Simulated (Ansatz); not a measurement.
# C2H6NSi: the cost of one run

Program: Ansatz 0.2.0. Level of theory: UHF/6-31G*. These are calculated values, not measurements.

## 1. The system as given

Bond lengths: C2–C3 1.404 Å, C3–N4 1.151 Å, C2–H6 1.082 Å, C2–H7 1.083 Å, Si5–H8 1.456 Å, Si5–H9 1.452 Å, Si5–H10 1.454 Å. Angles: C2–C3–N4 177.7°, C3–C2–H6 113.7°, C3–C2–H7 113.6°, H6–C2–H7 113.0°, H8–Si5–H9 114.2°, H8–Si5–H10 113.5°, H9–Si5–H10 114.8°.

Structure file:

```xyz
10

H    -0.0283    0.1833    0.1821
C     0.5979   -0.6709    1.0893
C     0.8673   -1.8713    0.4138
N     1.0667   -2.8385   -0.1766
Si   -0.8481    1.3539   -1.0294
H     1.4864   -0.1305    1.3882
H    -0.1219   -0.7769    1.8911
H    -0.4504    2.6752   -0.5640
H    -0.3015    0.9895   -2.3240
H    -2.2681    1.0862   -0.8703
```

## 2. Run 1

150 steps of 0.5 fs at constant energy, with velocities drawn for 100 K.

input.yaml reads:

```yaml
crystal:
  periodic: [false, false, false]
  atoms:
    - { symbol: H, position_ang: [-0.0283, 0.1833, 0.1821] }
    - { symbol: C, position_ang: [0.5979, -0.6709, 1.0893] }
    - { symbol: C, position_ang: [0.8673, -1.8713, 0.4138] }
    - { symbol: "N", position_ang: [1.0667, -2.8385, -0.1766] }
    - { symbol: Si, position_ang: [-0.8481, 1.3539, -1.0294] }
    - { symbol: H, position_ang: [1.4864, -0.1305, 1.3882] }
    - { symbol: H, position_ang: [-0.1219, -0.7769, 1.8911] }
    - { symbol: H, position_ang: [-0.4504, 2.6752, -0.564] }
    - { symbol: H, position_ang: [-0.3015, 0.9895, -2.324] }
    - { symbol: H, position_ang: [-2.2681, 1.0862, -0.8703] }
magnetization:
  spin_polarized: true
  initial_magnetization: 1
basis:
  gaussian: { orbitals: "6-31G*" }
hamiltonian:
  xc: hf
md:
  timestep: 0.5
  n_steps: 150
  ensemble: nve
  temperature: 100.0
  initial_velocities: maxwell_boltzmann
  seed: 373230
```

Command:

```sh
ansatz run input.yaml --threads 1 --pin off --max-ram 2048MiB --backend cpu --events-out ev --progress --plain --runs-dir out
```

**Question.** How long does this run take on 1 thread of Arm Neoverse N1, shared host, and how much memory does it need?

About 7.9 min, with a peak of 0.17 GiB.
